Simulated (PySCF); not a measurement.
# [Eu(N2)2]3+: other functionals and bases at one geometry

One table from this session's results is given with a row withheld; the runs are named, their logs left out.

Method: several levels, as the steps say, no spin–orbit coupling; program: PySCF 2.14.0.

4 further runs of the same task are left out: 2 for a known fault of the program, 1 that didn't finish, 1 set aside as unsound or not needed.

## Starting geometry

5 atoms, charge 3, spin multiplicity 1.

Bond lengths: Eu1–N2 2.463 Å, Eu1–N4 2.463 Å, N2–N3 1.117 Å, N4–N5 1.117 Å. Angles: N2–Eu1–N4 112.2°, Eu1–N2–N3 179.2°, Eu1–N4–N5 179.2°.

Coordinates:

```xyz
5
EuN4
Eu   -0.66317   -0.99047    0.00000
N     0.10163    0.15179    2.04384
N     0.44163    0.65959    2.97871
N     0.10163    0.15179   -2.04384
N     0.44163    0.65959   -2.97871
```

Formal oxidation states: Eu +3. Each metal's 6 4f electrons lie in its core potential, so multiplicities, spins and levels count the valence alone. An earlier session relaxed this geometry at TPSS, Eu lcecp-1-SVP with ECP52, N def2-SVP (singlet, point group C2v).

At TPSS on the finer grid: E = -252.912452 Eh, HOMO -25.36 eV, LUMO -20.68 eV, Mulliken charge on Eu1 +2.45 e, largest force component 0.003 eV/Å. 

Levels to run: CAM-B3LYP; PBE; HF; revPBE; TPSS, TZVP. Hardware: 2 threads of Intel Xeon 6975P-C (Granite Rapids), shared host.

The first run:

Contents of run.py (the lines that set the calculation):

```python
mol = gto.M(atom='''
Eu    -0.66317    -0.99047     0.00000
N      0.10163     0.15179     2.04384
N      0.44163     0.65959     2.97871
N      0.10163     0.15179    -2.04384
N      0.44163     0.65959    -2.97871''',
    basis={'Eu': 'lcecp-1-SVP', 'N': 'def2-SVP'},
    ecp={'Eu': 'lcecp-1-SVP'},
    charge=3, spin=0)
mf = dft.RKS(mol, xc='CAMB3LYP')
mf.grids.atom_grid = (75, 302)  # f atoms: unpruned, at least (60, 302)
mf = mf.density_fit()  # fitting sets: Eu AutoAux, N def2-universal-JKFIT
mf.conv_tol = 1e-08; mf.max_cycle = 55
mf.kernel(dm0)  # dm0: the density of the relaxed state
```

The run is started by

```bash
$ OMP_NUM_THREADS=2 python run.py
```

Steps of the session up to this table: CAM-B3LYP; PBE; HF; revPBE; TPSS, TZVP.

One of the session's tables, all rows but one given; the rest of the session is left out.

| level | HOMO (eV) | gap (eV) | charge on Eu1 (e) | dipole (D) | largest force component (eV/Å) |
| --- | --- | --- | --- | --- | --- |
| TPSS (relaxed here) | -25.36 | 4.68 | 2.45 | 1.27 | 0.00 |
| CAM-B3LYP | -28.64 | 9.79 | 2.47 | 1.57 | 1.80 |
| PBE | -25.16 | 4.23 | 2.39 | 1.15 | 0.42 |
| HF | -31.36 | 15.35 | 2.67 | 1.93 | 5.66 |
| revPBE | ? | ? | ? | ? | ? |
| TPSS, TZVP | -25.38 | 4.76 | 2.55 | 1.20 | 0.99 |

Estimate the missing values for revPBE.

As computed: HOMO (eV): -25.11; gap (eV): 4.29; charge on Eu1 (e): 2.41; dipole (D): 1.17; largest force component (eV/Å): 0.65. In the column «HOMO (eV)» it is the highest.

The dipole of a charged species depends on the origin, so these sizes hold for this origin alone.

In one basis the HOMO–LUMO gap runs from 4.23 eV (PBE) to 15.35 eV (HF). The largest leftover force, 5.66 eV/Å with HF, stands at a geometry relaxed at another level. With 4f in the core, its levels are missing from HOMO and gap, and its count is fixed, so no charge can pass from the ligands into it. Total energies of different levels can't be compared.
